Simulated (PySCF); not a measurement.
# C5H4N2OSe: a tour of settings

Aim: see how C5H4N2OSe (`COc1nc(C#N)c[se]1`) answers to the choice of functional, basis, grid and SCF options.

Computed with PySCF 2.14.0, with density-fitted response routines of our own, on a single molecule in the gas phase. Atoms count from 0, in the outputs and in this text.

## 1. The molecule as given

13 atoms, charge 0, multiplicity 1; geometry from: GFN2-xTB.

Bonds of the start (Å): C0–O1 1.42, O1–C2 1.32, C2–N3 1.27, N3–C4 1.37, C4–C5 1.41, C5–N6 1.15, C4–C7 1.37, C7–Se8 1.86, Se8–C2 1.91, C0–H9 1.09, C0–H10 1.09, C0–H11 1.09, C7–H12 1.07.

## 2. Nuclear shieldings: PBE0/pcSseg-1

What the job is given:

```
{"job": {"kind": "nmr", "xc": "PBE0", "basis": "pcSseg-1"}, "charge": 0, "multiplicity": 1}
C      2.544264     0.136142    -0.032813
O      1.689637    -0.999702    -0.027151
C      0.396991    -0.745072    -0.010960
N     -0.161902     0.400707     0.000427
C     -1.528930     0.321792     0.018076
C     -2.292757     1.506559     0.037429
N     -2.928015     2.460379     0.054712
C     -2.088394    -0.925682     0.018768
Se    -0.782659    -2.252037    -0.003104
H      3.559896    -0.251971    -0.040010
H      2.358502     0.744003    -0.920502
H      2.370166     0.745665     0.856052
H     -3.141187    -1.140297     0.031346
```

Method: GIAO PBE0/pcSseg-1 NMR shielding, non-relativistic, gas phase.

The run is started by

```sh
$ OMP_NUM_THREADS=1 python probes_run.py task.json out
```

One launch serves the whole session: the jobs run in the order shown.

What it wrote:

```text
coarse grid: 58544 points
cycle   1  E = -2778.0641677064  dE =  7.798e-01  |g| = 9.332e-01  |ddm| = 3.922e+00
cycle   2  E = -2777.8668726563  dE =  1.973e-01  |g| = 1.250e+00  |ddm| = 1.626e+00
cycle   3  E = -2778.1348539069  dE = -2.680e-01  |g| = 3.809e-01  |ddm| = 1.296e+00
cycle   4  E = -2778.1602415234  dE = -2.539e-02  |g| = 1.545e-01  |ddm| = 3.454e-01
cycle   5  E = -2778.1649860700  dE = -4.745e-03  |g| = 3.371e-02  |ddm| = 1.435e-01
cycle   6  E = -2778.1651989571  dE = -2.129e-04  |g| = 1.352e-02  |ddm| = 3.602e-02
cycle   7  E = -2778.1652367555  dE = -3.780e-05  |g| = 3.749e-03  |ddm| = 1.282e-02
cycle   8  E = -2778.1652390108  dE = -2.255e-06  |g| = 8.910e-04  |ddm| = 3.509e-03
final grid: 123800 points
cycle   9  E = -2778.1652599555  dE =  3.396e-07  |g| = 1.499e-03  |ddm| = 2.554e-03
cycle  10  E = -2778.1652583633  dE =  1.592e-06  |g| = 2.920e-03  |ddm| = 4.363e-03
cycle  11  E = -2778.1652604848  dE = -2.121e-06  |g| = 3.385e-04  |ddm| = 2.950e-03
cycle  12  E = -2778.1652605087  dE = -2.397e-08  |g| = 6.873e-05  |ddm| = 2.784e-04
cycle  13  E = -2778.1652605097  dE = -1.017e-09  |g| = 1.533e-05  |ddm| = 6.470e-05
cycle  14  E = -2778.1652605098  dE = -6.412e-11  |g| = 4.735e-06  |ddm| = 1.570e-05
converged SCF energy = -2778.1652605098

GIAO shielding tensors (ppm)
atom      isotropic    diamagn.    paramagn.     s11        s22        s33       span
  0 C      126.438     245.300    -118.863     96.791    103.544    178.977     82.186
  1 O      194.530     396.134    -201.603     67.827    244.849    270.916    203.090
  2 C       -1.319     253.101    -254.419    -49.113      5.527     39.629     88.742
  3 N      -21.271     336.092    -357.363   -236.617    -17.788    190.590    427.207
  4 C       60.657     250.805    -190.149    -12.726     84.578    110.118    122.845
  5 C       67.356     256.858    -189.503    -49.259    -40.208    291.535    340.793
  6 N      -45.487     340.600    -386.087   -214.055   -170.629    248.224    462.279
  7 C       42.549     254.045    -211.496    -49.645     53.071    124.220    173.865
  8 Se    1171.629    2996.094   -1824.464    750.725   1372.245   1391.918    641.193
  9 H       27.598      27.361       0.237     23.413     25.868     33.514     10.102
 10 H       27.416      29.412      -1.996     23.835     25.079     33.334      9.499
 11 H       27.399      29.428      -2.029     23.797     25.107     33.293      9.496
 12 H       24.078      29.916      -5.838     21.496     24.186     26.552      5.056
```

Wall time 52 s (1 thread of Arm Neoverse N1, shared host); peak memory 0.83 GiB.

Shifts follow as δ = σ(reference) − σ, with reference shieldings (ppm) from runs at the same level and on the same kind of geometry: ¹H TMS 31.72, ¹³C TMS 186.9, ¹⁵N NH3 267.7, ¹⁷O H2O 336.1, ⁷⁷Se Me2Se 1758. The references are single molecules in the gas phase, so shifts against H2O, NH3, PH3, H3PO4 or CFCl3 are not on the usual liquid scales and can be off by tens of ppm. Atoms listed in one row are averaged.

```
       atoms                                           environment  σ (ppm)  δ (ppm)
          C2                        aromatic carbon bearing oxygen     -1.3    188.2
          C7                 aromatic CH next to the ring selenium     42.5    144.4
          C4   substituted aromatic carbon next to a ring nitrogen     60.7    126.3
          C5                                        nitrile carbon     67.4    119.6
          C0                             methyl carbon bonded to O    126.4     60.5
         H12  hydrogen on an aromatic CH next to the ring selenium    24.08     7.64
H9, H10, H11               hydrogen on a methyl carbon bonded to O    27.47     4.25
          O1                                          ether oxygen    194.5    141.5
          N6                                      nitrile nitrogen    -45.5    313.2
          N3                    pyridine-type nitrogen of an azole    -21.3    289.0
         Se8          selenium bonded to 2 C, in a 5-membered ring     1172      587
```

The run also stored atomic charges by several schemes (e):

```
atoms  Mulliken    IAO  Hirshfeld  ESP fit
   C0     -0.03  -0.21      -0.03    -0.17
   O1     -0.46  -0.31      -0.10    -0.24
   C2      0.33   0.20       0.11     0.38
   N3     -0.46  -0.33      -0.18    -0.40
   C4      0.18   0.05       0.03     0.17
   C5      0.16   0.15       0.07     0.33
   N6     -0.24  -0.23      -0.21    -0.43
   C7     -0.23  -0.34      -0.09    -0.42
  Se8      0.23   0.35       0.16     0.11
```

Mayer bond orders: C0–O1 0.86, O1–C2 1.11, C2–N3 1.65, N3–C4 1.23, C4–C5 1.03, C5–N6 3.02, C4–C7 1.46, C7–Se8 1.22, Se8–C2 1.06.

Ring of atoms C2, N3, C4, C7, Se8: NICS(0) -11.2, NICS(1) -9.1, NICS(1)zz -17.8 ppm (means of both faces).

## 3. Excited states and response: PBE0/def2-SVPD

The job, as its differences from that of step 2:

```diff
@@ -1,2 +1,2 @@
-{"job": {"kind": "nmr", "xc": "PBE0", "basis": "pcSseg-1"}, "charge": 0, "multiplicity": 1}
+{"job": {"kind": "uv", "xc": "PBE0", "basis": "def2-SVPD", "nstates": 6, "ntriplets": 2}, "charge": 0, "multiplicity": 1}
 C      2.544264     0.136142    -0.032813
```

Method: TDDFT PBE0/def2-SVPD, vertical, gas phase, core orbitals frozen in the response.

What it wrote:

```text
coarse grid: 58544 points
cycle   1  E = -2777.8293431923  dE =  8.218e-01  |g| = 6.273e-01  |ddm| = 7.298e+00
cycle   2  E = -2777.6431689751  dE =  1.862e-01  |g| = 1.124e+00  |ddm| = 3.169e+00
cycle   3  E = -2777.9065543238  dE = -2.634e-01  |g| = 1.894e-01  |ddm| = 2.078e+00
cycle   4  E = -2777.9126874349  dE = -6.133e-03  |g| = 8.783e-02  |ddm| = 3.755e-01
cycle   5  E = -2777.9143715172  dE = -1.684e-03  |g| = 1.772e-02  |ddm| = 1.747e-01
cycle   6  E = -2777.9144244465  dE = -5.293e-05  |g| = 1.003e-02  |ddm| = 6.130e-02
cycle   7  E = -2777.9144462851  dE = -2.184e-05  |g| = 1.442e-03  |ddm| = 2.037e-02
cycle   8  E = -2777.9144466699  dE = -3.848e-07  |g| = 6.494e-04  |ddm| = 4.449e-03
final grid: 123800 points
cycle   9  E = -2777.9144715513  dE =  2.295e-07  |g| = 1.183e-03  |ddm| = 7.297e-03
cycle  10  E = -2777.9144704619  dE =  1.089e-06  |g| = 2.311e-03  |ddm| = 8.013e-03
cycle  11  E = -2777.9144719215  dE = -1.460e-06  |g| = 2.011e-04  |ddm| = 5.276e-03
cycle  12  E = -2777.9144719312  dE = -9.697e-09  |g| = 2.830e-05  |ddm| = 2.903e-04
cycle  13  E = -2777.9144719314  dE = -1.592e-10  |g| = 1.038e-05  |ddm| = 6.527e-05
converged SCF energy = -2777.9144719314

Static polarisability (au): isotropic 100.116, principal 61.759 108.023 130.566

Singlet excitations
state   eV       nm        f      main configurations
  1   4.6151    268.6   0.00001   H->L+1 0.98
  2   4.8305    256.7   0.14065   H->L 0.94
  3   5.5864    221.9   0.00028   H-2->L 0.98
  4   5.7919    214.1   0.02052   H-1->L 0.75, H->L+2 0.20
  5   5.8676    211.3   0.00011   H-1->L+1 0.97
  6   6.1299    202.3   0.00893   H->L+3 0.92

Triplet excitations (Tamm-Dancoff, eV): 3.1424 4.3015
```

Run time: 78 s. Hardware: 1 thread of Arm Neoverse N1, shared host; peak memory 1 GiB.

The orbitals next to the gap, with their largest atomic shares:

```
orbital     eV                       atoms
 HOMO−3  -9.66   N6 24 %, O1 19 %, C5 18 %
 HOMO−2  -8.80   N3 56 %, Se8 18 %, C2 9 %
 HOMO−1  -8.53  Se8 39 %, N3 23 %, C7 16 %
   HOMO  -7.12  Se8 20 %, C7 18 %, C4 17 %
   LUMO  -1.69  C7 26 %, Se8 20 %, C4 16 %
 LUMO+1  -1.07  Se8 60 %, C2 12 %, C7 11 %
 LUMO+2   0.04  N3 27 %, C2 25 %, Se8 12 %
```

With each of the 6 states as a Gaussian band of 0.4 eV half-width at 1/e, the curve within the window shown has maxima at 257 nm (ε 5,700), 212 nm (ε 1,100) L/(mol cm). Beyond the last state computed it falls off for lack of states. The curve at chosen wavelengths:

```
 nm  ε (L/mol/cm)
193           272
198           526
202           750
207           974
211          1053
216          1007
221           888
225           866
230          1111
234          1614
239          2616
244          3839
248          4748
253          5513
257          5698
262          5383
267          4611
271          3824
276          2819
280          2098
285          1370
290           845
294           553
299           313
303           192
308           102
```

Further results of this job:

```
           property  computed
  dipole moment (D)      4.74
polarisability (Å³)     14.84
 HOMO–LUMO gap (eV)      5.43
      −ε(HOMO) (eV)      7.12
```

## 4. NMR shieldings: PBE0/pcSseg-0

The job, as its differences from that of step 3:

```diff
@@ -1,2 +1,2 @@
-{"job": {"kind": "uv", "xc": "PBE0", "basis": "def2-SVPD", "nstates": 6, "ntriplets": 2}, "charge": 0, "multiplicity": 1}
+{"job": {"kind": "nmr", "xc": "PBE0", "basis": "pcSseg-0", "pop": false, "scf": {"conv": 1e-11, "aux": "def2-qzvpp-jkfit"}}, "charge": 0, "multiplicity": 1}
 C      2.544264     0.136142    -0.032813
```

With the program's defaults for keys left out, this is: GIAO PBE0/pcSseg-0 NMR shielding, non-relativistic, gas phase.

What it wrote:

```text
final grid: 123800 points
cycle   1  E = -2774.7798813779  dE =  3.352e-01  |g| = 6.200e-01  |ddm| = 4.651e+00
cycle   2  E = -2774.5892296127  dE =  1.907e-01  |g| = 1.141e+00  |ddm| = 2.340e+00
cycle   3  E = -2774.8612550018  dE = -2.720e-01  |g| = 1.870e-01  |ddm| = 1.320e+00
cycle   4  E = -2774.8670580767  dE = -5.803e-03  |g| = 8.700e-02  |ddm| = 2.556e-01
cycle   5  E = -2774.8686823202  dE = -1.624e-03  |g| = 1.513e-02  |ddm| = 1.006e-01
cycle   6  E = -2774.8687236011  dE = -4.128e-05  |g| = 6.729e-03  |ddm| = 2.626e-02
cycle   7  E = -2774.8687330865  dE = -9.485e-06  |g| = 1.475e-03  |ddm| = 1.062e-02
cycle   8  E = -2774.8687335976  dE = -5.111e-07  |g| = 4.667e-04  |ddm| = 2.613e-03
cycle   9  E = -2774.8687336436  dE = -4.598e-08  |g| = 1.798e-04  |ddm| = 8.379e-04
cycle  10  E = -2774.8687336525  dE = -8.900e-09  |g| = 6.097e-05  |ddm| = 3.497e-04
cycle  11  E = -2774.8687336533  dE = -8.595e-10  |g| = 1.876e-05  |ddm| = 9.818e-05
cycle  12  E = -2774.8687336534  dE = -8.549e-11  |g| = 5.325e-06  |ddm| = 3.410e-05
cycle  13  E = -2774.8687336534  dE = -1.819e-12  |g| = 7.764e-07  |ddm| = 8.051e-06
converged SCF energy = -2774.8687336534

GIAO shielding tensors (ppm)
atom      isotropic    diamagn.    paramagn.     s11        s22        s33       span
  0 C      131.453     247.251    -115.797     98.872    109.130    186.359     87.487
  1 O      197.624     405.520    -207.896     62.556    233.021    297.294    234.739
  2 C       -0.340     253.515    -253.855    -49.669      7.598     41.050     90.719
  3 N      -29.226     330.721    -359.948   -265.653    -22.041    200.015    465.668
  4 C       64.033     259.185    -195.152     -9.909     85.900    116.107    126.017
  5 C       64.553     271.898    -207.345    -54.573    -45.085    293.318    347.891
  6 N      -54.553     319.546    -374.099   -229.975   -184.728    251.043    481.018
  7 C       43.645     263.731    -220.086    -48.912     48.502    131.344    180.256
  8 Se    1223.675    2983.283   -1759.608    804.444   1412.076   1454.504    650.060
  9 H       28.546      28.269       0.278     23.744     26.917     34.979     11.235
 10 H       28.644      28.882      -0.238     24.654     26.278     34.999     10.345
 11 H       28.628      28.882      -0.254     24.608     26.310     34.966     10.357
 12 H       25.973      29.349      -3.376     23.455     26.253     28.211      4.757
```

It took 18 s on 1 thread of Arm Neoverse N1, shared host.

In short: δ C2 196.2, C7 152.2, C4 131.8, C5 131.3, H12 7.32, H9 4.69 ppm (means over like atoms).

## 5. Shielding tensors: KT3/ANO-RCC-VDZP

The job, as its differences from that of step 4:

```diff
@@ -1,2 +1,2 @@
-{"job": {"kind": "nmr", "xc": "PBE0", "basis": "pcSseg-0", "pop": false, "scf": {"conv": 1e-11, "aux": "def2-qzvpp-jkfit"}}, "charge": 0, "multiplicity": 1}
+{"job": {"kind": "nmr", "xc": "KT3", "basis": "ANO-RCC-VDZP", "pop": false, "scf": {"conv": 1e-07, "aux": "def2-universal-jkfit"}}, "charge": 0, "multiplicity": 1}
 C      2.544264     0.136142    -0.032813
```

With the program's defaults for keys left out, this is: GIAO KT3/ANO-RCC-VDZP NMR shielding, non-relativistic, gas phase.

ANO-RCC is contracted for a relativistic Hamiltonian, so without one its core functions misfit and properties at heavier nuclei are off.

What it wrote:

```text
final grid: 123800 points
cycle   1  E = -2775.4503929905  dE =  1.588e+00  |g| = 7.758e-01  |ddm| = 5.705e+00
cycle   2  E = -2774.7951342072  dE =  6.553e-01  |g| = 1.789e+00  |ddm| = 2.815e+00
cycle   3  E = -2775.5548230655  dE = -7.597e-01  |g| = 3.534e-01  |ddm| = 2.303e+00
cycle   4  E = -2775.5820172063  dE = -2.719e-02  |g| = 1.692e-01  |ddm| = 5.725e-01
cycle   5  E = -2775.5890484498  dE = -7.031e-03  |g| = 4.485e-02  |ddm| = 2.168e-01
cycle   6  E = -2775.5892913942  dE = -2.429e-04  |g| = 3.495e-02  |ddm| = 8.541e-02
cycle   7  E = -2775.5895853185  dE = -2.939e-04  |g| = 5.629e-03  |ddm| = 4.344e-02
cycle   8  E = -2775.5895916077  dE = -6.289e-06  |g| = 3.389e-03  |ddm| = 1.099e-02
cycle   9  E = -2775.5895946533  dE = -3.046e-06  |g| = 7.005e-04  |ddm| = 4.802e-03
cycle  10  E = -2775.5895947516  dE = -9.833e-08  |g| = 3.580e-04  |ddm| = 1.170e-03
cycle  11  E = -2775.5895947749  dE = -2.332e-08  |g| = 1.737e-04  |ddm| = 4.672e-04
converged SCF energy = -2775.5895947749

GIAO shielding tensors (ppm)
atom      isotropic    diamagn.    paramagn.     s11        s22        s33       span
  0 C      129.757     238.240    -108.483    101.894    107.426    179.950     78.056
  1 O      196.375     391.697    -195.321     81.542    251.568    256.016    174.474
  2 C       15.261     256.600    -241.339    -20.504     23.512     42.777     63.281
  3 N        2.701     330.026    -327.324   -183.185      5.029    186.261    369.445
  4 C       75.267     256.585    -181.318     16.415     95.205    114.180     97.765
  5 C       85.633     261.020    -175.388    -18.125     -8.353    283.375    301.500
  6 N       -1.241     337.157    -338.398   -148.654   -104.242    249.174    397.828
  7 C       58.461     252.627    -194.166    -18.601     71.580    122.405    141.006
  8 Se    1329.079    3094.400   -1765.321    998.197   1414.052   1574.988    576.791
  9 H       27.850      28.334      -0.484     23.985     26.379     33.185      9.200
 10 H       27.530      30.560      -3.030     24.123     25.296     33.172      9.049
 11 H       27.512      30.584      -3.071     24.080     25.323     33.133      9.053
 12 H       24.153      31.739      -7.586     21.517     24.453     26.488      4.971
```

Wall time 2.3 min (1 thread of Arm Neoverse N1, shared host); peak memory 0.69 GiB.

Key values: δ C2 172.7, C7 129.5, C4 112.7, C5 102.3, H12 7.70, H9 4.22 ppm (means over like atoms).

## 6. Shielding tensors: PBE0/pcseg-1

The job, as its differences from that of step 5:

```diff
@@ -1,2 +1,2 @@
-{"job": {"kind": "nmr", "xc": "KT3", "basis": "ANO-RCC-VDZP", "pop": false, "scf": {"conv": 1e-07, "aux": "def2-universal-jkfit"}}, "charge": 0, "multiplicity": 1}
+{"job": {"kind": "nmr", "xc": "PBE0", "basis": "pcseg-1", "pop": false, "scf": {"aux": "def2-universal-jkfit", "level_shift": 0.3}}, "charge": 0, "multiplicity": 1}
 C      2.544264     0.136142    -0.032813
```

Method: GIAO PBE0/pcseg-1 NMR shielding, non-relativistic, gas phase.

What it wrote:

```text
final grid: 123800 points
cycle   1  E = -2777.9075318820  dE =  9.705e-01  |g| = 8.721e-01  |ddm| = 4.240e+00
cycle   2  E = -2777.9473721469  dE = -3.984e-02  |g| = 8.948e-01  |ddm| = 1.549e+00
cycle   3  E = -2778.0900973546  dE = -1.427e-01  |g| = 2.528e-01  |ddm| = 5.099e-01
cycle   4  E = -2778.1032884149  dE = -1.319e-02  |g| = 8.554e-02  |ddm| = 2.349e-01
cycle   5  E = -2778.1049724219  dE = -1.684e-03  |g| = 1.378e-02  |ddm| = 9.556e-02
cycle   6  E = -2778.1050373947  dE = -6.497e-05  |g| = 5.903e-03  |ddm| = 2.706e-02
cycle   7  E = -2778.1050488384  dE = -1.144e-05  |g| = 2.100e-03  |ddm| = 8.946e-03
cycle   8  E = -2778.1050507718  dE = -1.933e-06  |g| = 7.898e-04  |ddm| = 4.385e-03
cycle   9  E = -2778.1050512161  dE = -4.442e-07  |g| = 3.858e-04  |ddm| = 2.262e-03
cycle  10  E = -2778.1050513416  dE = -1.255e-07  |g| = 2.006e-04  |ddm| = 1.113e-03
cycle  11  E = -2778.1050513772  dE = -3.560e-08  |g| = 1.149e-04  |ddm| = 5.653e-04
cycle  12  E = -2778.1050513884  dE = -1.117e-08  |g| = 4.922e-05  |ddm| = 3.055e-04
cycle  13  E = -2778.1050513912  dE = -2.832e-09  |g| = 2.431e-05  |ddm| = 1.598e-04
cycle  14  E = -2778.1050513919  dE = -6.658e-10  |g| = 1.358e-05  |ddm| = 7.962e-05
level shift removed, Fock matrix diagonalised once more
converged SCF energy = -2778.1050513919

GIAO shielding tensors (ppm)
atom      isotropic    diamagn.    paramagn.     s11        s22        s33       span
  0 C      136.350     244.376    -108.027    105.539    114.830    188.681     83.142
  1 O      206.366     397.969    -191.603     85.170    251.514    282.415    197.245
  2 C        9.165     250.373    -241.209    -37.727     13.637     51.584     89.312
  3 N       -1.036     335.904    -336.940   -209.355      0.846    205.399    414.754
  4 C       68.519     249.975    -181.456     -1.734     89.851    117.439    119.173
  5 C       82.028     259.040    -177.013    -27.589    -17.620    291.293    318.882
  6 N      -20.830     337.724    -358.553   -178.345   -135.911    251.767    430.112
  7 C       52.343     251.306    -198.963    -37.622     62.520    132.129    169.751
  8 Se    1173.369    2996.300   -1822.931    760.695   1371.942   1387.469    626.773
  9 H       27.669      27.315       0.354     23.425     25.954     33.627     10.202
 10 H       27.531      29.098      -1.567     23.943     25.145     33.506      9.564
 11 H       27.515      29.111      -1.596     23.906     25.172     33.466      9.560
 12 H       24.197      29.823      -5.626     21.599     24.192     26.801      5.201
```

Wall time 39 s (1 thread of Arm Neoverse N1, shared host); peak memory 0.77 GiB.

Key values: δ C2 187.8, C7 144.6, C4 128.4, C5 114.9, H12 7.68, H9 4.30 ppm (means over like atoms).

## 7. Side by side: NMR shifts

Shifts (ppm) of some atoms, chosen among heavy atoms and hydrogens apart, means over like atoms, with basis size and wall time:

```
             run     C2     C7     C5   H12    H9     N6     N3  functions     time
   PBE0/pcSseg-1  188.2  144.4  119.6  7.64  4.25  313.2  289.0        197     52 s
   PBE0/pcSseg-0  196.2  152.2  131.3  7.32  4.69  323.7  298.4        105     18 s
KT3/ANO-RCC-VDZP  172.7  129.5  102.3  7.70  4.22  273.5  269.6        159  2.3 min
    PBE0/pcseg-1  187.8  144.6  114.9  7.68  4.30  291.7  271.9        159     39 s
```

## 8. Summary of results

| quantity | value |
| --- | --- |
| ¹³C shifts against TMS (PBE0/pcSseg-1) | 188.2, 144.4, 126.3, 119.6, 60.5 ppm |
| ¹H shifts against TMS (PBE0/pcSseg-1, means over atoms taken as alike) | 7.64, 4.25 ppm |
| ¹⁷O shifts against H2O (PBE0/pcSseg-1) | 141.5 ppm |
| ¹⁵N shifts against NH3 (PBE0/pcSseg-1) | 313.2, 289.0 ppm |
| ⁷⁷Se shifts against Me2Se (PBE0/pcSseg-1) | 587 ppm |
| lowest singlet (PBE0/def2-SVPD) | 4.62 eV (269 nm), f = 0.000 |
| brightest single state of those computed | state 2, 4.83 eV, f = 0.141 |
| lowest triplet | 3.14 eV |
| range of the shift of N6 | 273.5 to 323.7 ppm |

**Reading.** Single values in the summary come from the first sound run of each kind (PBE0/pcSseg-1; PBE0/def2-SVPD), which need not be the best level. At PBE0/pcSseg-1: Shielding is most anisotropic at Se8 (span 641 ppm, paramagnetic term -1824 ppm). NICS(1)zz of -18 ppm above the planar ring from C2 marks a diatropic (aromatic) ring current. The first singlet state (HOMO→LUMO+1 0.98) lies at 4.62 eV and is dark; of the 6 states computed, the strongest absorption comes from state 2 at 4.83 eV. The lowest triplet lies 1.47 eV below the lowest singlet (triplets in Tamm-Dancoff, singlets in full TDDFT). Among the atoms with a shift in every run: Across the 4 runs the shift of N6 moves most, between 273.5 (KT3/ANO-RCC-VDZP) and 323.7 ppm (PBE0/pcSseg-0). Spin-orbit coupling is left out, which matters for shieldings and couplings at and beside the heavy atoms.
